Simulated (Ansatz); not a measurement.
# H2CO2: the cost of one run

Program: Ansatz 0.2.0. Level of theory: DFT PBE+D3(BJ), plane waves, PAW, scalar-relativistic, no spin polarisation. These are calculated values, not measurements.

### 1 The system as given

The cell holds 40 atoms (C8H16O16): a = 7.388 Å, b = 7.388 Å, c = 7.388 Å, α = 90.00°, β = 90.00°, γ = 90.00°.

The coordinates stand in the first input below.

### 2 Relaxing the start

Contents of input.yaml:

```yaml
accuracy: low
crystal:
  lattice:
    - [7.387659, 0.0, 0.0]
    - [0.0, 7.387659, 0.0]
    - [0.0, 0.0, 7.387659]
  atoms:
    - { symbol: O, position: [0.5571384, 0.477002, 0.8619752] }
    - { symbol: C, position: [0.7154508, 0.5072073, 0.7757087] }
    - { symbol: O, position: [0.7309426, 0.5403786, 0.61573] }
    - { symbol: H, position: [0.4624528, 0.487636, 0.7696356] }
    - { symbol: H, position: [0.8272255, 0.4970362, 0.8727665] }
    - { symbol: O, position: [0.06051, 0.5614012, 0.2376849] }
    - { symbol: C, position: [0.0808331, 0.6883787, 0.367611] }
    - { symbol: O, position: [0.1848344, 0.6781464, 0.4941516] }
    - { symbol: H, position: [0.1452498, 0.4639357, 0.2680934] }
    - { symbol: H, position: [-0.011158, 0.8016486, 0.3406885] }
    - { symbol: O, position: [0.325335, 0.8536331, 0.1625759] }
    - { symbol: C, position: [0.3368343, 0.9868729, 0.0379484] }
    - { symbol: O, position: [0.2315954, 1.0096064, -0.0859124] }
    - { symbol: H, position: [0.2174291, 0.7831521, 0.1310513] }
    - { symbol: H, position: [0.4558294, 1.0708387, 0.0663587] }
    - { symbol: O, position: [0.4161775, 0.29725, 0.582538] }
    - { symbol: C, position: [0.4068491, 0.2099707, 0.4221871] }
    - { symbol: O, position: [0.4203332, 0.0476435, 0.402148] }
    - { symbol: H, position: [0.4354315, 0.2033795, 0.6743131] }
    - { symbol: H, position: [0.3852552, 0.3086584, 0.3135055] }
    - { symbol: O, position: [0.7964036, 1.0677663, 0.8892432] }
    - { symbol: C, position: [0.9129187, 0.9275233, 0.9024052] }
    - { symbol: O, position: [0.9499668, 0.8482974, 1.0412728] }
    - { symbol: H, position: [0.7510765, 1.0894283, 1.012049] }
    - { symbol: H, position: [0.9684485, 0.8967873, 0.7682821] }
    - { symbol: O, position: [0.8077778, 0.1068988, 0.3523578] }
    - { symbol: C, position: [0.8502545, 0.2573798, 0.2576567] }
    - { symbol: O, position: [0.9343212, 0.2596273, 0.1167268] }
    - { symbol: H, position: [0.8582741, 0.0050452, 0.2839399] }
    - { symbol: H, position: [0.7969448, 0.3766325, 0.3280422] }
    - { symbol: O, position: [0.1583653, 0.5657063, 0.8821863] }
    - { symbol: C, position: [0.2371925, 0.4203328, 0.9600959] }
    - { symbol: O, position: [0.3356369, 0.4253382, 1.0913101] }
    - { symbol: H, position: [0.1973984, 0.6709195, 0.9529793] }
    - { symbol: H, position: [0.1982679, 0.2976467, 0.88627] }
    - { symbol: O, position: [-0.0317737, 0.1334416, 0.6566409] }
    - { symbol: C, position: [0.0933596, 0.2170548, 0.552874] }
    - { symbol: O, position: [0.1092008, 0.198333, 0.3906024] }
    - { symbol: H, position: [-0.1031994, 0.057879, 0.5742169] }
    - { symbol: H, position: [0.1779599, 0.3041339, 0.6381809] }
basis:
  ecutwfc: 420.0
kpoints:
  mp_grid: { grid: [1, 1, 1] }
hamiltonian:
  xc: pbe
  dispersion: d3bj
scf:
  occupations: { method: fermi_dirac, width: 0.02 }
  lower_state_search: "off"
relax:
  f_tol: 0.3
  max_steps: 15
  adjacent_minimum: "off"
```

The run is started by

```bash
> ansatz run input.yaml --threads 1 --pin off --max-ram 3072MiB --backend cpu --events-out ev --progress --plain --runs-dir out
```

Q: Estimate wall time and peak memory on 1 thread of Arm Neoverse V1, shared host.

About 60 s, with a peak of 0.43 GiB.
